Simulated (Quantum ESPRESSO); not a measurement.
# Ir in Quantum ESPRESSO: work function with PBE

Aim: the work function of Ir with PBE.

All numbers are computed with Quantum ESPRESSO 7.5; they aren't measurements. Logs are shortened: lines on timing, memory, paths and dates and some standing lists are left out, and cuts for length are marked.

## 1. Starting point

The cell holds a sheet with vacuum, 1 atom: a = 2.452 Å, b = 2.452 Å, c = 23.800 Å, α = 90.00°, β = 90.00°, γ = 90.00°.

The cell was built by a generator and needn't be a form met in nature.

## 2. Work function, PBE

pw.in reads:

```
&CONTROL
  calculation = 'scf'
  prefix = 'pwscf'
  outdir = './tmp'
  pseudo_dir = './pseudo'
  tprnfor = .true.
  disk_io = 'low'
/
&SYSTEM
  ibrav = 0
  celldm(1) = 8
  nat = 1
  ntyp = 1
  ecutwfc = 68
  nbnd = 15
  occupations = 'smearing'
  smearing = 'fd'
  degauss = 0.00367493
/
&ELECTRONS
  conv_thr = 1d-09
  electron_maxstep = 150
  mixing_beta = 0.3
  mixing_mode = 'local-TF'
/
ATOMIC_SPECIES
Ir   192.2170 Ir.upf
CELL_PARAMETERS alat
  0.5791632626753  -0.0000000000000   0.0000000000000
 -0.0000000000000   0.5791632626753   0.0000000000000
  0.0000000000000   0.0000000000000   5.6219352207617
ATOMIC_POSITIONS crystal
Ir     0.0000000000    0.0000000000    0.2941200000
K_POINTS automatic
11 11 1 0 0 0
```

pp_density.in reads:

```
&INPUTPP
  prefix = 'pwscf'
  outdir = './tmp'
  filplot = 'density.dat'
  plot_num = 0
/
&PLOT
  nfile = 1
  filepp(1) = 'density.dat'
  iflag = 3
  output_format = 6
  fileout = 'density.cube'
/
```

pp_potential.in reads:

```
&INPUTPP
  prefix = 'pwscf'
  outdir = './tmp'
  filplot = 'potential.dat'
  plot_num = 11
/
&PLOT
  nfile = 1
  filepp(1) = 'potential.dat'
  iflag = 3
  output_format = 6
  fileout = 'potential.cube'
/
```

pp_elf.in reads:

```
&INPUTPP
  prefix = 'pwscf'
  outdir = './tmp'
  filplot = 'elf.dat'
  plot_num = 8
/
&PLOT
  nfile = 1
  filepp(1) = 'elf.dat'
  iflag = 3
  output_format = 6
  fileout = 'elf.cube'
/
```

Potentials or basis: PseudoDojo 0.4.1 SR PBE standard.

The run is started by

```console
> OMP_NUM_THREADS=1 pw.x -in pw.in > pw.out
> OMP_NUM_THREADS=1 pp.x -in pp_density.in > pp_density.out
> OMP_NUM_THREADS=1 pp.x -in pp_potential.in > pp_potential.out
> OMP_NUM_THREADS=1 pp.x -in pp_elf.in > pp_elf.out
```

pw.out:

```text
This program is part of the open-source Quantum ESPRESSO suite
     for quantum simulation of materials; please cite
[... 9 lines left out ...]
     --------------------
     sticks:   dense  smooth     PW     G-vecs:    dense   smooth      PW
     Sum         465     465    145                73037    73037   12395

     Using Slab Decomposition

     bravais-lattice index     =            0
     lattice parameter (alat)  =       8.0000  a.u.
     unit-cell volume          =     965.5123 (a.u.)^3
     number of atoms/cell      =            1
     number of atomic types    =            1
     number of electrons       =        17.00
     number of Kohn-Sham states=           15
     kinetic-energy cutoff     =      68.0000  Ry
     charge density cutoff     =     272.0000  Ry
     scf convergence threshold =      1.0E-09
     mixing beta               =       0.3000
     number of iterations used =            8  local-TF  mixing
     Exchange-correlation= PBE
                           (   1   4   3   4   0   0   0)

     celldm(1)=   8.000000  celldm(2)=   0.000000  celldm(3)=   0.000000
     celldm(4)=   0.000000  celldm(5)=   0.000000  celldm(6)=   0.000000

     crystal axes: (cart. coord. in units of alat)
               a(1) = (   0.579163  -0.000000   0.000000 )
               a(2) = (  -0.000000   0.579163   0.000000 )
               a(3) = (   0.000000   0.000000   5.621935 )

     reciprocal axes: (cart. coord. in units 2 pi/alat)
               b(1) = (  1.726629  0.000000 -0.000000 )
               b(2) = (  0.000000  1.726629 -0.000000 )
               b(3) = ( -0.000000 -0.000000  0.177875 )

     PseudoPot. # 1 for Ir read from file:
     Ir.upf
     Pseudo is Norm-conserving + core correction, Zval = 17.0
     Generated using ONCVPSP code by D. R. Hamann
     Using radial grid of 1310 points,  8 beta functions with:
                l(1) =   0
                l(2) =   0
                l(3) =   1
                l(4) =   1
                l(5) =   2
                l(6) =   2
                l(7) =   3
                l(8) =   3

     atomic species   valence    mass     pseudopotential
     Ir               17.00   192.21700     Ir( 1.00)

      8 Sym. Ops. (no inversion) found

   Cartesian axes

     site n.     atom                  positions (alat units)
         1        Ir     tau(   1) = (   0.0000000   0.0000000   1.6535236  )

     number of k points=    21  Fermi-Dirac smearing, width (Ry)=  0.0037
                       cart. coord. in units 2pi/alat
        k(    1) = (   0.0000000   0.0000000   0.0000000), wk =   0.0165289
        k(    2) = (   0.0000000   0.1569663   0.0000000), wk =   0.0661157
        k(    3) = (   0.0000000   0.3139325   0.0000000), wk =   0.0661157
        k(    4) = (   0.0000000   0.4708988   0.0000000), wk =   0.0661157
        k(    5) = (   0.0000000   0.6278650   0.0000000), wk =   0.0661157
        k(    6) = (   0.0000000   0.7848313   0.0000000), wk =   0.0661157
[... 13 lines left out ...]
        k(   20) = (   0.6278650   0.7848313   0.0000000), wk =   0.1322314
        k(   21) = (   0.7848313   0.7848313   0.0000000), wk =   0.0661157

     Dense  grid:    73037 G-vectors     FFT dimensions: (  25,  25, 240)

     Initial potential from superposition of free atoms

     starting charge      16.9998, renormalised to      17.0000

     negative rho (up, down):  9.416E-05 0.000E+00
     Starting wfcs are   10 randomized atomic wfcs +    5 random wfcs

     Self-consistent Calculation

     iteration #  1     ecut=    68.00 Ry     beta= 0.30
     Davidson diagonalization with overlap
     ethr =  1.00E-02,  avg # of iterations =  8.0

     Threshold (ethr) on eigenvalues was too large:
     Diagonalizing with lowered threshold

     Davidson diagonalization with overlap
     ethr =  4.66E-05,  avg # of iterations =  7.3

     negative rho (up, down):  4.496E-05 0.000E+00

     total energy              =    -230.16919208 Ry
     estimated scf accuracy    <       0.00812490 Ry

     iteration #  2     ecut=    68.00 Ry     beta= 0.30
     Davidson diagonalization with overlap
     ethr =  4.78E-05,  avg # of iterations =  1.7

     negative rho (up, down):  3.795E-05 0.000E+00

     total energy              =    -230.16787458 Ry
     estimated scf accuracy    <       0.00513256 Ry

     iteration #  3     ecut=    68.00 Ry     beta= 0.30
     Davidson diagonalization with overlap
     ethr =  3.02E-05,  avg # of iterations =  5.1

     total energy              =    -230.16783968 Ry
     estimated scf accuracy    <       0.00104042 Ry

     iteration #  4     ecut=    68.00 Ry     beta= 0.30
     Davidson diagonalization with overlap
     ethr =  6.12E-06,  avg # of iterations =  5.9

     total energy              =    -230.16783899 Ry
     estimated scf accuracy    <       0.00034570 Ry

     iteration #  5     ecut=    68.00 Ry     beta= 0.30
     Davidson diagonalization with overlap
     ethr =  2.03E-06,  avg # of iterations =  5.0

     total energy              =    -230.16776912 Ry
     estimated scf accuracy    <       0.00022283 Ry

     iteration #  6     ecut=    68.00 Ry     beta= 0.30
     Davidson diagonalization with overlap
     ethr =  1.31E-06,  avg # of iterations =  6.8

     total energy              =    -230.16777380 Ry
     estimated scf accuracy    <       0.00010278 Ry

     iteration #  7     ecut=    68.00 Ry     beta= 0.30
     Davidson diagonalization with overlap
     ethr =  6.05E-07,  avg # of iterations =  5.1

     negative rho (up, down):  1.381E-03 0.000E+00

     total energy              =    -230.16778565 Ry
     estimated scf accuracy    <       0.00007249 Ry

     iteration #  8     ecut=    68.00 Ry     beta= 0.30
     Davidson diagonalization with overlap
     ethr =  4.26E-07,  avg # of iterations =  6.1

     negative rho (up, down):  1.524E-03 0.000E+00

     total energy              =    -230.16778675 Ry
     estimated scf accuracy    <       0.00005857 Ry

     iteration #  9     ecut=    68.00 Ry     beta= 0.30
     Davidson diagonalization with overlap
     ethr =  3.45E-07,  avg # of iterations =  5.4

     negative rho (up, down):  1.603E-03 0.000E+00

     total energy              =    -230.16780469 Ry
     estimated scf accuracy    <       0.00004063 Ry

     iteration # 10     ecut=    68.00 Ry     beta= 0.30
     Davidson diagonalization with overlap
     ethr =  2.39E-07,  avg # of iterations =  1.1

     negative rho (up, down):  6.410E-04 0.000E+00

     total energy              =    -230.16779072 Ry
     estimated scf accuracy    <       0.00002396 Ry

     iteration # 11     ecut=    68.00 Ry     beta= 0.30
     Davidson diagonalization with overlap
     ethr =  1.41E-07,  avg # of iterations =  5.9

     negative rho (up, down):  4.055E-04 0.000E+00

     total energy              =    -230.16779450 Ry
     estimated scf accuracy    <       0.00000119 Ry

     iteration # 12     ecut=    68.00 Ry     beta= 0.30
     Davidson diagonalization with overlap
     ethr =  6.98E-09,  avg # of iterations =  3.1

     negative rho (up, down):  2.505E-05 0.000E+00

     total energy              =    -230.16779376 Ry
     estimated scf accuracy    <       0.00000024 Ry

     iteration # 13     ecut=    68.00 Ry     beta= 0.30
     Davidson diagonalization with overlap
     ethr =  1.42E-09,  avg # of iterations =  7.2

     negative rho (up, down):  1.282E-05 0.000E+00

     total energy              =    -230.16779378 Ry
     estimated scf accuracy    <          4.9E-09 Ry

     iteration # 14     ecut=    68.00 Ry     beta= 0.30
     Davidson diagonalization with overlap
     ethr =  2.90E-11,  avg # of iterations =  2.3

     negative rho (up, down):  5.783E-06 0.000E+00

     total energy              =    -230.16779377 Ry
     estimated scf accuracy    <          2.6E-09 Ry

     iteration # 15     ecut=    68.00 Ry     beta= 0.30
     Davidson diagonalization with overlap
     ethr =  1.51E-11,  avg # of iterations =  2.9

     End of self-consistent calculation

          k = 0.0000 0.0000 0.0000 (  9063 PWs)   bands (ev):

   -95.1506 -51.6511 -51.5293 -51.5293 -10.7071  -9.2756  -5.4720  -2.2074
    -2.2074  -1.7231  -0.7558   2.7926   3.1641   3.2625   4.0675

          k = 0.0000 0.1570 0.0000 (  9100 PWs)   bands (ev):

   -95.1439 -51.6416 -51.6232 -51.5215 -10.3872  -8.9950  -5.3600  -3.2988
    -2.1682  -1.0877  -0.7679   2.9907   3.3918   3.4658   4.2991

          k = 0.0000 0.3139 0.0000 (  9130 PWs)   bands (ev):

   -95.1260 -51.8707 -51.6160 -51.5005  -9.7742  -7.8970  -5.0393  -4.6330
    -2.0617  -1.8963   0.3363   3.5832   4.0488   4.0764   4.9683

          k = 0.0000 0.4709 0.0000 (  9110 PWs)   bands (ev):

   -95.1024 -52.1861 -51.5823 -51.4730  -9.2528  -5.8763  -5.8237  -4.5623
    -2.8204  -1.9188   1.5399   4.5628   5.0941   5.1030   6.0315

          k = 0.0000 0.6279 0.0000 (  9116 PWs)   bands (ev):

   -95.0806 -52.4676 -51.5511 -51.4476  -8.8357  -6.7040  -4.0652  -3.5720
    -3.4162  -1.7838   2.8922   5.9122   6.5189   6.5323   6.9052

          k = 0.0000 0.7848 0.0000 (  9128 PWs)   bands (ev):

   -95.0677 -52.6313 -51.5325 -51.4324  -8.5882  -7.1689  -3.9845  -3.6996
    -1.7019  -1.4581   4.1425   5.2834   7.6159   7.9454   8.3484

          k = 0.1570 0.1570 0.0000 (  9123 PWs)   bands (ev):

   -95.1372 -51.6321 -51.6186 -51.6116 -10.0137  -8.7708  -5.2504  -3.5881
    -2.5919  -1.4334  -0.1502   3.1893   3.6194   3.6697   4.5323

          k = 0.1570 0.3139 0.0000 (  9115 PWs)   bands (ev):

   -95.1193 -51.8621 -51.6066 -51.5933  -9.3011  -7.7882  -4.9383  -4.6276
    -2.6693  -2.2541   0.8510   3.7825   4.2758   4.2807   5.2041

          k = 0.1570 0.4709 0.0000 (  9097 PWs)   bands (ev):

   -95.0958 -52.1765 -51.5731 -51.5649  -8.7609  -5.9089  -5.7591  -4.4760
    -3.0553  -2.5196   2.0071   4.7639   5.2994   5.3295   6.2694

          k = 0.1570 0.6279 0.0000 (  9113 PWs)   bands (ev):

   -95.0741 -52.4572 -51.5420 -51.5386  -8.3302  -6.6230  -4.7956  -3.9398
    -2.4522  -2.3513   3.3444   6.1231   6.7268   6.7619   7.2435

          k = 0.1570 0.7848 0.0000 (  9105 PWs)   bands (ev):

   -95.0611 -52.6206 -51.5235 -51.5229  -8.0607  -7.0831  -4.9870  -3.6096
    -2.2460  -0.5095   4.6351   5.4015   7.8382   8.1621   8.5583

          k = 0.3139 0.3139 0.0000 (  9105 PWs)   bands (ev):

   -95.1015 -51.8481 -51.8288 -51.5814  -8.1648  -7.3007  -4.8227  -4.6618
    -3.5271  -3.0342   1.8118   4.3773   4.8932   4.9310   5.8808

          k = 0.3139 0.4709 0.0000 (  9126 PWs)   bands (ev):

   -95.0780 -52.1509 -51.8071 -51.5482  -7.5055  -5.9698  -5.6040  -4.2772
    -3.6781  -3.3507   2.9606   5.3617   5.9141   5.9845   6.9506

          k = 0.3139 0.6279 0.0000 (  9160 PWs)   bands (ev):

   -95.0564 -52.4294 -51.7787 -51.5176  -7.1093  -6.3998  -5.8729  -3.6991
    -3.5276  -1.6206   4.3184   6.7316   7.3437   7.4239   8.0777

          k = 0.3139 0.7848 0.0000 (  9180 PWs)   bands (ev):

   -95.0435 -52.5916 -51.7617 -51.4993  -6.8442  -6.7524  -6.3356  -3.4041
    -3.3642   0.9290   5.7277   5.7368   8.4877   8.7617   9.1847

          k = 0.4709 0.4709 0.0000 (  9193 PWs)   bands (ev):

   -95.0547 -52.1276 -52.1055 -51.5156  -7.1258  -5.5883  -4.9902  -4.5924
    -4.0147  -2.9045   4.1264   6.3490   6.9375   7.0386   8.0562

          k = 0.4709 0.6279 0.0000 (  9183 PWs)   bands (ev):

   -95.0332 -52.3929 -52.0848 -51.4854  -7.6194  -6.0999  -4.6919  -4.3601
    -3.3340  -0.8141   5.5105   7.7205   8.3684   8.4826   9.0567

          k = 0.4709 0.7848 0.0000 (  9178 PWs)   bands (ev):

   -95.0204 -52.5534 -52.0663 -51.4674  -7.9632  -6.5101  -4.5784  -4.2370
    -2.9443   2.2021   6.2321   7.0370   9.5199   9.5297  10.2197

          k = 0.6279 0.6279 0.0000 (  9186 PWs)   bands (ev):

   -95.0118 -52.3650 -52.3525 -51.4556  -8.4824  -5.9174  -5.4553  -3.1365
    -2.0486   0.5478   6.8889   9.0678   9.0943   9.8056   9.9266

          k = 0.6279 0.7848 0.0000 (  9201 PWs)   bands (ev):

   -94.9990 -52.5182 -52.3385 -51.4379  -8.9534  -6.1783  -5.4711  -2.9193
    -1.1490   3.2909   6.6714   8.4150  10.0199  10.8669  11.6518

          k = 0.7848 0.7848 0.0000 (  9204 PWs)   bands (ev):

   -94.9863 -52.4979 -52.4962 -51.4203  -9.4703  -5.9858  -5.9273  -2.6651
     1.0070   4.5819   6.2402   9.3259  10.4104  11.8898  12.3596

     the Fermi energy is    -2.9260 ev

!    total energy              =    -230.16779378 Ry
     estimated scf accuracy    <          1.6E-10 Ry
     smearing contrib. (-TS)   =      -0.00116758 Ry
     internal energy E=F+TS    =    -230.16662620 Ry

     The total energy is F=E-TS. E is the sum of the following terms:
     one-electron contribution =   -1145.04229265 Ry
     hartree contribution      =     567.65381404 Ry
     xc contribution           =     -43.54651718 Ry
     ewald contribution        =     390.76836959 Ry

     convergence has been achieved in  15 iterations

     Forces acting on atoms (cartesian axes, Ry/au):

     atom    1 type  1   force =     0.00000000    0.00000000    0.00000000

     Total force =     0.000000     Total SCF correction =     0.000003

=------------------------------------------------------------------------------=
   JOB DONE.
=------------------------------------------------------------------------------=
```

Run time: 52 s. Hardware: 1 thread of Arm Neoverse V2, shared host; peak memory 0.16 GiB.

What came out:

| Item | Value |
| --- | --- |
| Free energy | -3131.5924 eV |
| Band gap on the k mesh | none (metal or under the smearing width) |
| Work function of the upper face | 6.06 eV |
| Work function of the lower face | 6.06 eV |

Levels at points of the mesh, in eV from the Fermi level:
| k point | band 4 | band 5 | band 6 | band 7 | band 8 | band 9 | band 10 | band 11 | band 12 | band 13 |
| --- | --- | --- | --- | --- | --- | --- | --- | --- | --- | --- |
| (0.00, 0.00, 0.00) | -48.60 | -7.78 | -6.35 | -2.55 | 0.72 | 0.72 | 1.20 | 2.17 | 5.72 | 6.09 |

The run has no spin-orbit coupling, so splittings on Ir are missing.
